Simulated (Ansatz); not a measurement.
# C2H4BS: the cost of one run

Program: Ansatz 0.2.0. Level of theory: RKS BLYP-D4/def2-SVP. These are calculated values, not measurements.

## Step 1: The starting structure

Bond lengths: B1–C2 1.530 Å, C2–C3 1.362 Å, C2–S4 1.743 Å, B1–H5 1.177 Å, B1–H6 1.186 Å, C3–H7 1.083 Å, C3–H8 1.081 Å. Angles: B1–C2–C3 121.6°, B1–C2–S4 118.3°, C3–C2–S4 120.1°, C2–B1–H5 122.0°, C2–B1–H6 120.3°, H5–B1–H6 117.7°, C2–C3–H7 121.2°, C2–C3–H8 122.2°, H7–C3–H8 116.6°.

Coordinates:

```xyz
8

B     0.1892    1.2785    0.1498
C     0.2630   -0.1679   -0.3438
C    -0.4951   -1.1521    0.2155
S     1.3635   -0.5439   -1.6421
H     0.8235    2.1385   -0.3433
H    -0.5162    1.5652    1.0587
H    -1.1816   -0.9397    1.0254
H    -0.4463   -2.1786   -0.1203
```

## Step 2: Relaxing end A

The input, input.yaml:

```yaml
crystal:
  periodic: [false, false, false]
  atoms:
    - { symbol: B, position_ang: [0.18917, 1.2785, 0.14979] }
    - { symbol: C, position_ang: [0.26299, -0.16787, -0.34379] }
    - { symbol: C, position_ang: [-0.49506, -1.15214, 0.21547] }
    - { symbol: S, position_ang: [1.36345, -0.54393, -1.64206] }
    - { symbol: H, position_ang: [0.82353, 2.13851, -0.34326] }
    - { symbol: H, position_ang: [-0.51622, 1.5652, 1.05874] }
    - { symbol: H, position_ang: [-1.1816, -0.93967, 1.02543] }
    - { symbol: H, position_ang: [-0.44627, -2.1786, -0.12031] }
total_charge: -1
basis:
  gaussian: { orbitals: def2-SVP }
hamiltonian:
  xc: blyp
  dispersion: d4
relax:
  f_tol: 0.015
  max_steps: 40
output:
  orbitals: {}
```

On the command line:

```sh
$ ansatz run input.yaml --threads 1 --pin off --max-ram 2048MiB --backend cpu --events-out ev --progress --plain --runs-dir out
```

What time and memory should one allow on 1 thread of Arm Neoverse V1, shared host?

About 39 s, with a peak of 0.12 GiB.
